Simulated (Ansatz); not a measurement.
**C2H6BrGa: up Jacob's ladder to CCSD(T)**

One table from this session's results is given with a row withheld; the runs are named, their logs left out.

The runs use Ansatz 0.2.0, Gaussian basis; functionals in def2-TZVPP, the program's frozen cores in correlated methods.

The runs, in order: PBE-D4, r2SCAN-D4, PBE0-D4, B3LYP-D4, ωB97X-V, ωB97M-V, B2PLYP; CCSD(T)/def2-TZVPP; MP2/def2-QZVPP; extrapolation to the limit.

### The geometry

The geometry comes from an earlier relaxation with PBE0-D4 in a triple-zeta def2 set; it is a stationary point, not always the lowest conformer.

SMILES `[CH3][GaH][CH2]Br`, 10 atoms, charge 0, spin multiplicity 1.

Atoms are counted from 1 here; the program's logs count them from 0.

Bond lengths: C1–Ga2 1.962 Å, C1–H5 1.091 Å, C1–H6 1.091 Å, C1–H7 1.094 Å, Ga2–C3 1.984 Å, Ga2–H8 1.567 Å, C3–Br4 1.984 Å, C3–H9 1.086 Å, C3–H10 1.087 Å. Angles: Ga2–C1–H5 111.5°, Ga2–C1–H6 111.1°, Ga2–C1–H7 109.6°, H5–C1–H6 109.0°, H5–C1–H7 107.5°, H6–C1–H7 108.0°, C1–Ga2–C3 118.1°, C1–Ga2–H8 125.5°, C3–Ga2–H8 116.3°, Ga2–C3–Br4 91.1°, Ga2–C3–H9 119.5°, Ga2–C3–H10 119.3°, Br4–C3–H9 105.7°, Br4–C3–H10 105.7°, H9–C3–H10 111.2°.

The first run:

The input, in.yaml:

```yaml
crystal:
  periodic: [false, false, false]
  atoms:
    - {symbol: C, position_ang: [0.032074, 1.626171, 0.539155]}
    - {symbol: Ga, position_ang: [-0.768092, -0.039404, -0.121285]}
    - {symbol: C, position_ang: [0.445691, -1.457509, -0.793548]}
    - {symbol: Br, position_ang: [0.607048, -2.234941, 1.024165]}
    - {symbol: H, position_ang: [-0.498513, 2.004975, 1.413954]}
    - {symbol: H, position_ang: [1.082789, 1.483110, 0.795911]}
    - {symbol: H, position_ang: [-0.024756, 2.393442, -0.238846]}
    - {symbol: H, position_ang: [-2.297338, -0.381838, -0.107201]}
    - {symbol: H, position_ang: [0.046874, -2.251406, -1.418523]}
    - {symbol: H, position_ang: [1.457125, -1.193800, -1.090880]}
basis:
  gaussian: {orbitals: def2-TZVPP}
hamiltonian: {xc: pbe, dispersion: d4}
output: {forces: true, orbitals: {seedname: orbitals}}
```

Started as:

```sh
ansatz run in.yaml --threads 4 --pin off --events-out ev --progress --plain --max-ram 10444MiB
```

Among the steps run: PBE-D4 (GGA); r2SCAN-D4 (meta-GGA); PBE0-D4 (hybrid); B3LYP-D4 (hybrid); ωB97X-V (range-separated); ωB97M-V (range-separated); B2PLYP (double hybrid); CCSD(T) in def2-TZVPP; MP2 in def2-QZVPP.

One of the session's tables, all rows but one given; the rest of the session is left out.

| method | atomisation energy (kJ/mol) |
| --- | --- |
| PBE-D4 | ? |
| r2SCAN-D4 | 3246.7 |
| PBE0-D4 | 3235.9 |
| B3LYP-D4 | 3209.4 |
| ωB97X-V | 3234.2 |
| ωB97M-V | 3223.6 |
| B2PLYP | 3187.1 |
| HF/def2-TZVPP | 2390.1 |
| MP2/def2-TZVPP | 3208.9 |
| CCSD/def2-TZVPP | 3135.0 |
| CCSD(T)/def2-TZVPP | 3179.5 |
| MP2/CBS | 3277.3 |
| CCSD(T)/CBS | 3247.9 |

Estimate the missing values for PBE-D4.

**Answer.** atomisation energy (kJ/mol): 3266.7. In the column «atomisation energy (kJ/mol)» it lies between CCSD(T)/CBS (3247.9) and MP2/CBS (3277.3).

Limits of these values: Free atoms (2 C, 1 Ga, 1 Br, 6 H) were run apart at each level; the atomisation energy is their sum less the molecule, without zero-point or spin-orbit terms.
